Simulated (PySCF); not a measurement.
**KSe−: bond curves at several levels of theory**

The task here is to estimate one member of a computed series from the others.

Method: K aug-cc-pVDZ-X2C, Se aug-cc-pVDZ-DK, spin-free X2C with a Gaussian nucleus; program: PySCF 2.14.0.

1 further run of the same task is left out (set aside as unsound or not needed).

The first run:

Settings of the job:

* atoms: K, Se
* charge: -1
* basis: K aug-cc-pVDZ-X2C, Se aug-cc-pVDZ-DK
* Hamiltonian: spin-free X2C with a Gaussian nucleus
* basis functions: 72
* electrons treated: 54
* masses in u: 38.9637, 79.9165
* levels: PBE0, PBE, r²SCAN, B97-3, BP86, BHandHLYP, HF, MP2, SCS-MP2, CCSD, CCSD(T)
* grid: 80 radial by 434 angular points
* occupations: held fixed by the projection of orbital angular momentum
* dissociation limit: K + Se−, each in its ground configuration
* starting distance in angstrom: 3.160
* values of 2S to try: 0, 2

Started as:

```bash
> OMP_NUM_THREADS=1 python dia.py task.json out
```

Among the steps run: Set-up; The PBE0 curve of the state that the search chose; Excited determinants; PBE; r²SCAN (meta-GGA); B97-3 (global hybrid GGA); BP86; BHandHLYP (global hybrid GGA); RHF (mean field); MP2 and coupled cluster.

One table of the session follows, with a row left open; its other results are not shown here.

Energy (eV) from each level's lowest point:

```
R (Å)    RHF  RHF-MP2  RHF-SCS-MP2  RHF-CCSD  RHF-CCSD(T)
2.481  0.696    0.657        0.670       n/a          n/a
2.596  0.329    0.318        0.328     0.296        0.336
2.712      ?        ?            ?         ?            ?
2.798  0.035    0.040        0.045     0.030        0.053
2.885  0.000    0.004        0.006     0.000        0.011
2.971  0.003    0.000        0.000     0.002        0.000
3.087  0.049    0.031        0.027     0.041        0.018
3.231  0.152    0.108        0.096     0.123        0.074
3.404  0.313    0.233        0.207     0.241        0.167
3.635  0.548    0.427        0.374       n/a          n/a
```

**Question.** Estimate the row for R (Å) = 2.712.

Worked estimate for «RHF». A straight line through the neighbours (2.596, 0.329) and (2.798, 0.035) gives 0.329 + (0.035 − 0.329) × (2.712 − 2.596) / (2.798 − 2.596) = 0.160; a parabola fitted to 4 rows on both sides gives 0.110.

The run gave: RHF: 0.118; RHF-MP2: 0.120; RHF-SCS-MP2: 0.127; RHF-CCSD: 0.105; RHF-CCSD(T): 0.136. In «RHF» the line misses by +0.042 and the parabola by -0.008.
